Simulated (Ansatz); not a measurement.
# CuPdS2: the cost of one run

Method: DFT LDA+U (U = 2 eV, J = 0.7 eV on Cu d, Pd d), plane waves, PAW, in Ansatz 0.2.0.

1 further run of the same task is left out (it didn't finish). Runs told in other sessions of the task aren't counted.

### Step 1. The structure to begin with

It takes space group R-3m (No. 166, trigonal). Conventional cell: a = 3.636 Å, b = 3.636 Å, c = 19.801 Å, α = 90.00°, β = 90.00°, γ = 120.00°. Cu (site symmetry -3m) is surrounded by 6 S at 2.89 Å. Pd (site symmetry -3m) has 6 S at 2.48 Å in its first shell of neighbours. S (site symmetry 3m) has 3 Pd at 2.48 Å and 3 Cu at 2.89 Å in its first shell of neighbours.

As a file:

```
Cu Pd S
1.0
     1.81807    1.04967    6.60030
    -1.81807    1.04967    6.60030
     0.00000   -2.09933    6.60030
Cu Pd S
1 1 2
Direct
  0.50000 0.50000 0.50000
  0.00000 0.00000 0.00000
  0.26670 0.26670 0.26670
  0.73330 0.73330 0.73330
```

An earlier series on this cell reached its lowest free state from «ferromagnetic start, free, symmetry kept, no search», perhaps among other starts (it ended with site moments under 0.05 μB).

### Step 2. Total moment locked, 2.70 μB per cell

File input.yaml:

```yaml
crystal:
  lattice:
    - [1.81807353, 1.04966524, 6.60030067]
    - [-1.81807353, 1.04966524, 6.60030067]
    - [0.0, -2.09933048, 6.60030067]
  atoms:
    - { symbol: Cu, position: [0.5, 0.5, 0.5], spin: 0.9 }
    - { symbol: Pd, position: [0.0, 0.0, 0.0], spin: 1.8 }
    - { symbol: S, position: [0.2667, 0.2667, 0.2667] }
    - { symbol: S, position: [0.7333, 0.7333, 0.7333] }
basis:
  ecutwfc: 420
  ecutrho_ratio: 4
kpoints:
  mp_grid: { grid: [6, 6, 6] }
hamiltonian:
  xc: lda
  hubbard:
    sites:
      - { site: 0, l: d, u: 2.0, j: 0.7, starting_ns: [{ spin: up, occupation_matrix: s0up }, { spin: down, occupation_matrix: s0down }] }
      - { site: 1, l: d, u: 2.0, j: 0.7, starting_ns: [{ spin: up, occupation_matrix: s1up }, { spin: down, occupation_matrix: s1down }] }
    occupation_matrices:
      s0up:
        matrix:
          - [0.97, 0.0, 0.0, 0.0, 0.0]
          - [0.0, 0.97, 0.0, 0.0, 0.0]
          - [0.0, 0.0, 0.97, 0.0, 0.0]
          - [0.0, 0.0, 0.0, 0.97, 0.0]
          - [0.0, 0.0, 0.0, 0.0, 0.97]
      s0down:
        matrix:
          - [0.97, 0.0, 0.0, 0.0, 0.0]
          - [0.0, 0.19396, 0.0, 0.0, 0.36742]
          - [0.0, 0.0, 0.97, 0.0, 0.0]
          - [0.0, 0.0, 0.0, 0.97, 0.0]
          - [0.0, 0.36742, 0.0, 0.0, 0.79604]
      s1up:
        matrix:
          - [0.97, 0.0, 0.0, 0.0, 0.0]
          - [0.0, 0.97, 0.0, 0.0, 0.0]
          - [0.0, 0.0, 0.97, 0.0, 0.0]
          - [0.0, 0.0, 0.0, 0.97, 0.0]
          - [0.0, 0.0, 0.0, 0.0, 0.97]
      s1down:
        matrix:
          - [0.97, 0.0, 0.0, 0.0, 0.0]
          - [0.0, 0.35038, 0.0, 0.0, 0.45245]
          - [0.0, 0.0, 0.35038, 0.45245, 0.0]
          - [0.0, 0.0, 0.45245, 0.63962, 0.0]
          - [0.0, 0.45245, 0.0, 0.0, 0.63962]
    ns_hold: { iters: 8 }
scf:
  occupations: { method: gaussian, width: 0.05 }
  lower_state_search: "off"
  max_iter: 150
output:
  forces: true
  stress: true
  eigenvalues: true
  populations: true
  hubbard: { sites: [{ site: 0, l: d }, { site: 1, l: d }] }
magnetization:
  spin_polarized: true
  initial_magnetization: 2.7
  spin_locking: { lock_magnetization: hard }
```

The typed matrices put 0.97 on the chosen orbitals and 0.02 on the others, and are held for 8 cycles. The lock stays on to the end, so the result is a constrained state unless its moments die out.

Command:

```console
$ ansatz run input.yaml --threads 2 --pin off --max-ram 3072MiB --backend cpu --events-out ev --progress --plain --runs-dir out
```

Q: Estimate wall time and peak memory on 2 threads of Arm Neoverse N1, shared host.

About 38 s, with a peak of 0.6 GiB.
